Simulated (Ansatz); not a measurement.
# triplet C2H5InO at 6 levels

Aim: a comparison of 6 runs (U-wB97X/def2-SVP, UB2PLYP/def2-SVP, UB3LYP/def2-SVP, UPBE0/def2-SVP, UCCSD/def2-SVP, UCCSD(T)/def2-SVP) of triplet C2H5InO. 

The calculation is run with Ansatz 0.2.0.

62 further runs of the same task are left out: 62 set aside as unsound or not needed.

### Step 1. The system as given

The species is C2H5InO (9 atoms), meant as a triplet with charge 0. As SMILES of the parent species, `C[C](=O)[InH2]`. The coordinates come from a PBE0-D4/def2-TZVP relaxation. That shape belongs to the parent species and isn't relaxed for this state.

Bond lengths: C1–C2 1.499 Å, C2–O3 1.209 Å, C2–In4 2.211 Å, C1–H5 1.093 Å, C1–H6 1.095 Å, C1–H7 1.095 Å, In4–H8 1.725 Å, In4–H9 1.725 Å. Some angles: C1–C2–O3 122.1°, C1–C2–In4 127.4°, O3–C2–In4 110.5°, C2–C1–H5 111.2°, C2–C1–H6 109.2°, C2–C1–H7 109.1°, C2–In4–H8 118.8°, C2–In4–H9 118.8°, H5–C1–H6 110.2°, H5–C1–H7 110.2°.

### Step 2. The energy at U-wB97X/def2-SVP (core potential) (run 1)

Contents of job.yaml:

```yaml
crystal:
  periodic: [false, false, false]
  atoms:
    - {symbol: C, position_ang: [0.344400, 1.188000, -0.839100]}
    - {symbol: C, position_ang: [0.607000, -0.087100, -0.096200]}
    - {symbol: O, position_ang: [1.705800, -0.590300, -0.051600]}
    - {symbol: In, position_ang: [-0.847800, -1.304800, 1.038800]}
    - {symbol: H, position_ang: [1.255300, 1.565500, -1.309800]}
    - {symbol: H, position_ang: [-0.427200, 1.011100, -1.595100]}
    - {symbol: H, position_ang: [-0.058700, 1.931600, -0.144300]}
    - {symbol: H, position_ang: [-1.599800, -2.644700, 0.254600]}
    - {symbol: H, position_ang: [-0.978900, -1.069400, 2.742600]}
basis:
  gaussian: {orbitals: def2-SVP}
magnetization: {spin_polarized: true, initial_magnetization: 2}
hamiltonian: {xc: {name: wB97X}}
accuracy: high
output: {orbitals: {seedname: orbitals}}
```

The run is started by

```
$ ansatz run job.yaml --threads 1 --pin off --max-ram 3480MiB --events-out events.jsonl --progress --plain --runs-dir runs
```

The log of the run:

```text
Warning: RAYON_NUM_THREADS=1 ignored (pool sized by the plan → 1); use --threads N
Functional definition: wB97X
  name "wB97X"
  parameter omega = 0.3/bohr
  parameter cx = 0.157706
  parameter cx1 = 0.726479
  parameter cx2 = 1.04760
  parameter cx3 = -5.70635
  parameter cx4 = 13.2794
  parameter css1 = -4.33879
  parameter css2 = 18.2308
  parameter css3 = -31.7430
  parameter css4 = 17.2901
  parameter cos1 = 2.37031
  parameter cos2 = -11.3995
  parameter cos3 = 6.58405
  parameter cos4 = -3.78132
  exchange = spin_sum(e_x_unif_sr(omega)*poly(b97_u_x, 1 - cx, cx1, cx2, cx3, cx4)) + cx*exact_x_sr(omega)
      + exact_x_lr(omega)
  correlation = spin_sum(e_c_pw_same_spin*poly(b97_u_same, 1, css1, css2, css3, css4))
      + integral(e_c_pw_opposite_spin*poly(b97_u_opposite, 1, cos1, cos2, cos3, cos4))
2299 factors; integrals over basis functions are off by at most 8.2e-9 eV
413 factors; integrals over basis functions are off by at most 2.4e-9 eV
mean field evaluation 1: about -9364.2520 eV, gradient 2.9e1 eV
mean field evaluation 2: about -9363.6343 eV, gradient 3.6e1 eV
mean field evaluation 4: about -9368.5632 eV, gradient 2.5e0 eV
mean field evaluation 8: about -9368.7269 eV, gradient 4.2e-1 eV
mean field evaluation 16: about -9368.7324 eV, gradient 7.7e-4 eV
mean field evaluation 32: about -9368.7324 eV, gradient 8.4e-7 eV
mean field -9368.73244604 eV, -344.2945670369 hartree, gradient 5.6e-8 eV, S^2 2.010106; 2 other end points of the search recorded, 0 dependent functions left out
reference -9368.73244222 eV, -344.2945668966 hartree; 24, 22 occupied and 69, 71 virtual orbitals, 2299 factors
Total energy: -9368.73244222 eV, -344.2945668966 hartree
```

Run time: 1.7 min. Hardware: 1 thread of Arm Neoverse V2, shared host; peak memory 1 GiB.

### Step 3. The energy at UB2PLYP/def2-SVP (core potential) (run 2)

job.yaml, as its differences from that of step 2:

```diff
@@ -13,5 +13,11 @@
 basis:
-  gaussian: {orbitals: def2-SVP}
-magnetization: {spin_polarized: true, initial_magnetization: 2}
-hamiltonian: {xc: {name: wB97X}}
+  gaussian:
+    orbitals: def2-SVP
+magnetization:
+  spin_polarized: true
+  initial_magnetization: 2
+hamiltonian:
+  xc: {name: B2PLYP}
+correlation:
+  frozen_orbitals: {C: 1, H: 0, In: 4, O: 1}
 accuracy: high
```

The run is started by

```
$ ansatz run job.yaml --threads 1 --pin off --max-ram 3480MiB --events-out events.jsonl --progress --plain --runs-dir runs
```

The log of the run, cut to the lines that bear on the results:

```text
Warning: RAYON_NUM_THREADS=1 ignored (pool sized by the plan → 1); use --threads N
Functional definition: B2PLYP
  name "B2PLYP"
[...]
2299 factors; integrals over basis functions are off by at most 8.2e-9 eV
[...]
mean field -9352.15918352 eV, -343.6855108733 hartree, gradient 3.3e-8 eV, S^2 2.016988; 3 other end points of the search recorded, 0 dependent functions left out
7 core orbitals not correlated: weight in the atoms' cores, before any rotation towards them, 1.000 or more for the frozen orbitals, at most 0.000 for the correlated occupied ones
reference -9352.15921209 eV, -343.6855119232 hartree; 17, 15 occupied and 69, 71 virtual orbitals, 2299 factors
second order -17.31088937 eV of doubles, -0.00000000 eV of singles
Total energy: -9356.83315222 eV, -343.8572760549 hartree
```

Wall time 35 s (1 thread of Arm Neoverse V2, shared host); peak memory 0.49 GiB.

Runs 3 to 5 aren't shown in full; the table further down has their settings and results.

### Step 4. A single-point energy at UCCSD(T)/def2-SVP (core potential) (run 6)

Contents of molecule.yaml:

```yaml
basis:
  gaussian: {orbitals: def2-SVP}
crystal:
  periodic: [false, false, false]
  atoms:
    - {symbol: C, position_ang: [0.344400, 1.188000, -0.839100]}
    - {symbol: C, position_ang: [0.607000, -0.087100, -0.096200]}
    - {symbol: O, position_ang: [1.705800, -0.590300, -0.051600]}
    - {symbol: In, position_ang: [-0.847800, -1.304800, 1.038800]}
    - {symbol: H, position_ang: [1.255300, 1.565500, -1.309800]}
    - {symbol: H, position_ang: [-0.427200, 1.011100, -1.595100]}
    - {symbol: H, position_ang: [-0.058700, 1.931600, -0.144300]}
    - {symbol: H, position_ang: [-1.599800, -2.644700, 0.254600]}
    - {symbol: H, position_ang: [-0.978900, -1.069400, 2.742600]}
magnetization: {spin_polarized: true, initial_magnetization: 2}
scf: {omitted_lower_state_checks: [cluster_reference, increment]}
accuracy: high
correlation: {method: ccsd_t, frozen_orbitals: {C: 1, H: 0, In: 4, O: 1}}
```

The run is started by

```
$ ansatz run molecule.yaml --threads 1 --pin off --max-ram 3480MiB --events-out events.jsonl --progress --plain --runs-dir runs
```

The log of the run:

```text
Warning: RAYON_NUM_THREADS=1 ignored (pool sized by the plan → 1); use --threads N
[... 12 lines left out ...]
7 core orbitals not correlated: weight in the atoms' cores, before any rotation towards them, 1.000 or more for the frozen orbitals, at most 0.000 for the correlated occupied ones
[... 34 lines left out ...]
Total energy: -9334.40250485 eV, -343.0329649680 hartree
Checks for a lower state left out: cluster_reference, increment
```

Wall time 3 min (1 thread of Arm Neoverse V2, shared host); peak memory 1.5 GiB.

### Step 5. Overview of the runs

```tsv
run	level	frozen core orbitals	energy (Eh)	HOMO energy (eV)	⟨S²⟩	wall time
1	U-wB97X/def2-SVP (core potential)	–	-344.294567	-5.45	2.010	1.7 min
2	UB2PLYP/def2-SVP (core potential)	7	-343.857276	-4.49	2.017	35 s
3	UB3LYP/def2-SVP (core potential)	–	-344.373082	-3.30	2.005	29 s
4	UPBE0/def2-SVP (core potential)	–	-344.124900	-3.42	2.007	41 s
5	UCCSD/def2-SVP (core potential)	7	-343.015895	–	2.030	2.2 min
6	UCCSD(T)/def2-SVP (core potential)	7	-343.032965	–	2.030	3 min
```

### Step 6. What came out

| quantity | value |
| --- | --- |
| run 6: total energy | -343.03296 Eh |
| run 6: correlation energy (7 core orbitals frozen) | -574.3 mEh |
| run 6: (T) correction | -17.07 mEh |
| run 6: ⟨S²⟩ of the reference determinant | 2.030 |
| run 6: T1 diagnostic | 0.025 |

Totals of different functionals can't be ranked against each other. All runs together took 8.7 min, the longest 3 min.
